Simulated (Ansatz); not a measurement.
# C3H6FNSi: basis-set convergence

The task here is to estimate one member of a computed series from the others.

Method: one geometry, several basis sets; program: Ansatz 0.2.0, Gaussian basis.

Plan: PBE0-D4/def2-SVP; ωB97M-V/def2-SVP; PBE0-D4/def2-QZVPP; ωB97M-V/def2-QZVPP; the functionals' def2-TZVPP values are taken from earlier runs.

### The geometry

The geometry comes from an earlier relaxation with PBE0-D4 in a triple-zeta def2 set; it is a stationary point, not always the lowest conformer.

SMILES `C[Si](C)(F)C#N`, 12 atoms, charge 0, spin multiplicity 1.

Atoms are counted from 1 here; the program's logs count them from 0.

Bond lengths: C1–Si2 1.845 Å, C1–H7 1.093 Å, C1–H8 1.092 Å, C1–H9 1.093 Å, Si2–C3 1.845 Å, Si2–F4 1.597 Å, Si2–C5 1.860 Å, C3–H10 1.092 Å, C3–H11 1.093 Å, C3–H12 1.093 Å, C5–N6 1.152 Å. Angles: Si2–C1–H7 110.6°, Si2–C1–H8 110.8°, Si2–C1–H9 110.5°, H7–C1–H8 108.4°, H7–C1–H9 108.3°, H8–C1–H9 108.2°, C1–Si2–C3 115.5°, C1–Si2–F4 109.6°, C1–Si2–C5 108.1°, C3–Si2–F4 109.6°, C3–Si2–C5 108.1°, F4–Si2–C5 105.4°, Si2–C3–H10 110.8°, Si2–C3–H11 110.6°, Si2–C3–H12 110.5°, H10–C3–H11 108.4°, H10–C3–H12 108.2°, H11–C3–H12 108.3° and more.

Coordinates:

```xyz
12

C    -1.2510   -0.5731    0.9392
Si   -0.1870   -0.0053   -0.4573
C     1.6178   -0.3390   -0.2673
F    -0.7095   -0.6451   -1.8236
C    -0.4186    1.8305   -0.6515
N    -0.5424    2.9732   -0.7240
H    -1.1589   -1.6531    1.0782
H    -2.3000   -0.3379    0.7479
H    -0.9557   -0.0814    1.8695
H     2.1732    0.0279   -1.1329
H     1.8020   -1.4115   -0.1680
H     2.0073    0.1596    0.6237
```

The first run:

The input, in.yaml:

```yaml
crystal:
  periodic: [false, false, false]
  atoms:
    - {symbol: C, position_ang: [-1.250998, -0.573096, 0.939219]}
    - {symbol: Si, position_ang: [-0.187024, -0.005299, -0.457286]}
    - {symbol: C, position_ang: [1.617772, -0.338975, -0.267341]}
    - {symbol: F, position_ang: [-0.709470, -0.645063, -1.823579]}
    - {symbol: C, position_ang: [-0.418624, 1.830460, -0.651546]}
    - {symbol: N, position_ang: [-0.542409, 2.973248, -0.723983]}
    - {symbol: H, position_ang: [-1.158898, -1.653110, 1.078212]}
    - {symbol: H, position_ang: [-2.299991, -0.337918, 0.747933]}
    - {symbol: H, position_ang: [-0.955728, -0.081448, 1.869521]}
    - {symbol: H, position_ang: [2.173150, 0.027912, -1.132922]}
    - {symbol: H, position_ang: [1.802048, -1.411543, -0.167975]}
    - {symbol: H, position_ang: [2.007272, 0.159631, 0.623749]}
basis:
  gaussian: {orbitals: def2-SVP}
hamiltonian: {xc: pbe0, dispersion: d4}
output: {orbitals: {seedname: orbitals}}
```

Run with:

```sh
$ ansatz run in.yaml --threads 4 --pin off --events-out ev --progress --plain --max-ram 10444MiB
```

Steps of the session up to this table: PBE0-D4 in def2-SVP; ωB97M-V in def2-SVP; PBE0-D4 in def2-QZVPP; ωB97M-V in def2-QZVPP.

One table of the session follows, with a row left open; its other results are not shown here.

```
functional       basis  HOMO (eV)
   PBE0-D4    def2-SVP      -9.32
   PBE0-D4  def2-TZVPP          ?
   PBE0-D4  def2-QZVPP      -9.39
   ωB97M-V    def2-SVP     -11.54
   ωB97M-V  def2-TZVPP     -11.63
   ωB97M-V  def2-QZVPP     -11.64
```

Q: Estimate the row for PBE0-D4, def2-TZVPP from the others.

As computed: HOMO (eV): -9.38. In the column «HOMO (eV)» it lies between PBE0-D4, def2-QZVPP (-9.39) and PBE0-D4, def2-SVP (-9.32).
